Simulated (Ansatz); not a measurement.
# ClGaH6NSi: the cost of one run

Program: Ansatz 0.2.0. Level of theory: UKS PBE/def2-SVP. These are calculated values, not measurements.

## Step 1: Starting point

Bond lengths: Ga1–Cl2 2.490 Å, Ga1–H3 1.570 Å, Ga1–N4 1.930 Å, N4–H5 1.060 Å, N4–H6 1.060 Å, Cl2–Si7 2.430 Å, Si7–H8 1.460 Å, Si7–H9 1.460 Å, Si7–H10 1.460 Å. Angles: Ga1–Cl2–Si7 180.0°, Cl2–Ga1–H3 120.0°, Cl2–Ga1–N4 120.0°, H3–Ga1–N4 120.0°, Ga1–N4–H5 120.0°, Ga1–N4–H6 120.0°, H5–N4–H6 120.0°, Cl2–Si7–H8 109.5°, Cl2–Si7–H9 109.5°, Cl2–Si7–H10 109.5°, H8–Si7–H9 109.4°, H8–Si7–H10 109.4°, H9–Si7–H10 109.4°.

Structure file:

```xyz
10

Ga    0.0000    0.0000    0.0000
Cl    0.0000    0.0000    2.4900
H     1.3596    0.0000   -0.7850
N    -1.6714    0.0000   -0.9650
H    -2.3403   -0.8164   -0.8664
H    -1.9204    0.8164   -1.5936
Si    0.0000    0.0000    4.9200
H    -0.7436   -1.1581    5.4074
H     1.3747   -0.0649    5.4074
H    -0.6311    1.2230    5.4074
```

## Step 2: A restrained relaxation towards end A

Springs on the bonds that form and break draw the guess towards this end; the thresholds are loose.

File input.yaml:

```yaml
crystal:
  periodic: [false, false, false]
  atoms:
    - { symbol: Ga, position_ang: [0.0, 0.0, 0.0] }
    - { symbol: Cl, position_ang: [0.0, 0.0, 2.49] }
    - { symbol: H, position_ang: [1.3596, 0.0, -0.785] }
    - { symbol: "N", position_ang: [-1.6714, 0.0, -0.965] }
    - { symbol: H, position_ang: [-2.3403, -0.8164, -0.8664] }
    - { symbol: H, position_ang: [-1.9204, 0.8164, -1.5936] }
    - { symbol: Si, position_ang: [0.0, 0.0, 4.92] }
    - { symbol: H, position_ang: [-0.7436, -1.1581, 5.4074] }
    - { symbol: H, position_ang: [1.3747, -0.0649, 5.4074] }
    - { symbol: H, position_ang: [-0.6311, 1.223, 5.4074] }
magnetization:
  spin_polarized: true
  initial_magnetization: 1
basis:
  gaussian: { orbitals: def2-SVP }
hamiltonian:
  xc: pbe
relax:
  f_tol: 0.15
  max_steps: 25
  restrain:
    - { distance: [1, 6], at: 3.33, k: 30.0 }
    - { distance: [0, 1], at: 2.24, k: 30.0 }
```

Run with:

```bash
ansatz run input.yaml --threads 4 --pin off --max-ram 5120MiB --backend cpu --events-out ev --progress --plain --runs-dir out
```

What time and memory should one allow on 4 threads of Arm Neoverse V2, shared host?

About 19 s, with a peak of 0.2 GiB.
